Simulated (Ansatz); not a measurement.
# NaLiMnS2: a relaxation

The task: find the equilibrium cell of NaLiMnS2.

Computed with Ansatz 0.2.0 (DFT PBE, scalar-relativistic, plane waves, PAW, unless a step's input says otherwise).

1 further run of the same task is left out (it didn't finish).

## 1. Starting point

It takes space group P3m1 (No. 156, trigonal). The conventional cell has a = 3.773 Å, b = 3.773 Å, c = 6.701 Å, α = 90.00°, β = 90.00°, γ = 120.00°. Na (site symmetry 3m) has 6 S at 2.82 to 2.98 Å and 3 Li at 3.18 Å as nearest neighbours. Around Li (site symmetry 3m) lie 4 S at 2.24 to 2.36 Å. Mn (site symmetry 3m) is surrounded by 4 S at 2.25 to 2.31 Å. S (site symmetry 3m) is surrounded by 3 Mn at 2.25 Å and 1 Li at 2.36 Å and 3 Na at 2.98 Å. S (site symmetry 3m) has 3 Li at 2.24 Å and 1 Mn at 2.31 Å and 3 Na at 2.82 Å as nearest neighbours.

Coordinates:

```
Na Li Mn S
1.0
     3.77281    0.00000    0.00000
    -1.88641    3.26735    0.00000
     0.00000    0.00000    6.70072
Na Li Mn S
1 1 1 2
Direct
  0.00000 0.00000 0.98388
  0.33333 0.66667 0.63908
  0.66667 0.33333 0.37269
  0.33333 0.66667 0.28663
  0.66667 0.33333 0.71772
```

Source of the structure: the Materials Project (structure only).

(A quick probe on a coarse mesh, which set the mesh and smearing, is not shown.)

## 3. A loose first relaxation

The input, input.yaml:

```yaml
crystal:
  lattice:
    - [3.7728142011, 0.0, 0.0]
    - [-1.8864071006, 3.2673529419, 0.0]
    - [0.0, 0.0, 6.70072]
  atoms:
    - { symbol: Na, position: [0.0, 0.0, 0.983881] }
    - { symbol: Li, position: [0.33333333, 0.66666667, 0.639079] }
    - { symbol: Mn, position: [0.66666667, 0.33333333, 0.372691], spin: 3.89 }
    - { symbol: S, position: [0.33333333, 0.66666667, 0.286631] }
    - { symbol: S, position: [0.66666667, 0.33333333, 0.717717] }
basis:
  ecutwfc: 420
kpoints:
  mp_grid: { grid: [6, 6, 4] }
hamiltonian:
  xc: pbe
scf:
  occupations: { method: gaussian, width: 0.1 }
output:
  forces: true
  stress: true
  eigenvalues: true
  populations: true
magnetization:
  spin_polarized: true
relax:
  adjacent_minimum: "off"
  f_tol: 0.05
  max_steps: 80
  cell: { stress_tol: 0.5 }
```

Command:

```console
$ ansatz run input.yaml --threads 1 --pin off --max-ram 2560MiB --backend cpu --events-out ev --progress --plain --runs-dir out
```

Further runs follow: full relaxation.

What does the calculation give? Wanted: relaxed cell; volume; formation energy; total moment; gap on the mesh.

**Answer**, as computed:

```
                                                               quantity                                                                       value
                                                           relaxed cell  a = 4.058 Å, b = 4.058 Å, c = 6.815 Å, α = 90.00°, β = 90.00°, γ = 120.00°
                                                   space group (0.01 Å)                                                              P3m1 (No. 156)
                                                                 volume                                                               19.44 Å³/atom
formation energy (elements from runs with the same settings, not shown)                                                               -0.99 eV/atom
                                                           total moment                                                                5.00 μB/cell
                                                        gap on the mesh                                                                     0.75 eV
```

**Reading.** Relaxation raised the volume by 17.7 %. With one magnetic atom in the cell only ferromagnetic order fits, and no U was applied, so an antiferromagnetic state was not tested. Without a U such compounds often come out metallic though many are antiferromagnetic insulators.

These are semilocal Kohn-Sham gaps, which aren't the measured quantity. Such gaps usually fall short of the measured ones.
